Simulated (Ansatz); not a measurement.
# CsLiCr2Te2S3: relaxation of cell and atoms with PBE

Crystal: CsLiCr2Te2S3.

```
CELL_PARAMETERS angstrom
7.05684 0.00000 0.00000
0.00000 3.98060 0.00000
-2.67333 0.00000 8.68168
ATOMIC_POSITIONS crystal
Cs 0.07739 0.00000 0.37706
Li 0.86424 0.50000 0.78883
Cr 0.12646 0.00000 0.94616
Cr 0.59290 0.50000 0.97165
Te 0.50838 0.00000 0.15270
Te 0.55612 0.00000 0.74893
S 0.87426 0.00000 0.68502
S 0.25176 0.50000 0.84402
S 0.96294 0.50000 0.05357
```

The cell was built by a generator and needn't be a form met in nature.

```yaml
Program: Ansatz 0.2.0
Task: relaxation of cell and atoms
Functional: PBE
Potentials_or_basis: Ansatz PAW
Cutoff: "420 eV (not typed: the program's choice for these potentials)"
k_mesh: 3 × 5 × 3
Occupations: fermi-dirac, width 0.05 eV
Spin: collinear spin, ferromagnetic start
Starting_moments: "[0.0, 0.0, 3.0, 3.0, 0.0, 0.0, 0.0, 0.0, 0.0] μB"
Target_pressure: 5 GPa
Target_pressure_GPa: 5
```

* Relaxed volume: 23.07 Å³/atom
* Relaxed cell: a = 6.938 Å, b = 3.824 Å, c = 8.300 Å, α = 90.00°, β = 109.47°, γ = 90.00°
* Space group after relaxing (to 0.05 Å): Pm (No. 6)
* Energy change on relaxing (the enthalpy is what falls): +52.7 meV/atom
* Ionic steps: 9
* Pressure after relaxing: 5.0 GPa
* Largest force after relaxing: 0.008 eV/Å
* Band gap on the k mesh: 0.32 eV, indirect (least direct gap 0.46 eV)
* Net moment: 5.99 μB per cell
* Absolute moment: 6.94 μB per cell
* Site moments: Cs +0.00; Li +0.00; Cr +2.77, +2.64; Te -0.10, -0.02; S -0.02, -0.07, -0.03 μB

Forces on the atoms (eV/Å):
```
Cs  -0.001  0.000 -0.001
Li  -0.006  0.000 -0.005
Cr   0.001  0.000  0.005
Cr   0.000  0.000 -0.001
Te   0.001  0.000  0.000
Te   0.007  0.000 -0.004
S   -0.004  0.000  0.004
S    0.002  0.000  0.001
S    0.000  0.000  0.001
```

Step by step:
| step | energy change (eV) | largest force (eV/Å) | volume (Å³) |
| --- | --- | --- | --- |
| 1 | 0.0000 | 0.0124 | 243.87 |
| 2 | 0.3443 | 0.3581 | 215.51 |
| 3 | 0.5696 | 0.2289 | 205.47 |
| 4 | 0.4853 | 0.1810 | 207.35 |
| 5 | 0.4548 | 0.0482 | 208.18 |
| 6 | 0.4711 | 0.0330 | 207.62 |
| 7 | 0.4635 | 0.0353 | 207.86 |
| 8 | 0.4703 | 0.0078 | 207.63 |
| 9 | 0.4739 | 0.0080 | 207.63 |

Final structure:
```cif
data_structure
_symmetry_space_group_name_H-M 'P 1'
_symmetry_Int_Tables_number 1
_cell_length_a 6.9380
_cell_length_b 3.8242
_cell_length_c 8.3004
_cell_angle_alpha 90.000
_cell_angle_beta 109.471
_cell_angle_gamma 90.000
_cell_volume 207.63
loop_
_atom_site_label
_atom_site_type_symbol
_atom_site_fract_x
_atom_site_fract_y
_atom_site_fract_z
_atom_site_occupancy
Cs1 Cs 0.08952 0.00000 0.39126 1
Li1 Li 0.84681 0.50000 0.77651 1
Cr1 Cr 0.12735 0.00000 0.94297 1
Cr2 Cr 0.60117 0.50000 0.98502 1
Te1 Te 0.51667 0.00000 0.18369 1
Te2 Te 0.54965 0.00000 0.73975 1
S1 S 0.85812 0.00000 0.65867 1
S2 S 0.24972 0.50000 0.82828 1
S3 S 0.97543 0.50000 0.06180 1
```

Levels at points of the mesh, in eV from the valence-band top:
Spin up:
| k point | band 44 | band 45 | band 46 | band 47 | band 48 | band 49 | band 50 | band 51 | band 52 | band 53 |
| --- | --- | --- | --- | --- | --- | --- | --- | --- | --- | --- |
| (0.00, 0.00, 0.00) | -1.38 | -1.27 | -0.98 | -0.35 | 0.00 | 0.60 | 1.34 | 1.41 | 1.89 | 1.96 |
Spin down:
```tsv
k point	band 38	band 39	band 40	band 41	band 42	band 43	band 44	band 45	band 46	band 47
(0.00, 0.00, 0.00)	-1.93	-1.62	-1.56	-1.23	-0.51	0.47	0.85	1.38	1.44	1.54
```

Run time: 39 s on 8 threads of Intel(R) Xeon(R) 6975P-C (Granite Rapids), with other jobs on the host, peak memory 1.3 GiB.

Caveat: odd divisions of the mesh miss points on the zone boundary, where band edges often lie, so the gap on the mesh can be too wide; the plane-wave basis is chosen anew once the cell has moved, so the energies of steps on either side of that aren't comparable; spin-orbit coupling is left out, which moves the levels of the heavy elements; only a ferromagnetic start was run, and an antiferromagnetic order may lie lower in energy. A k mesh can miss the band edges.
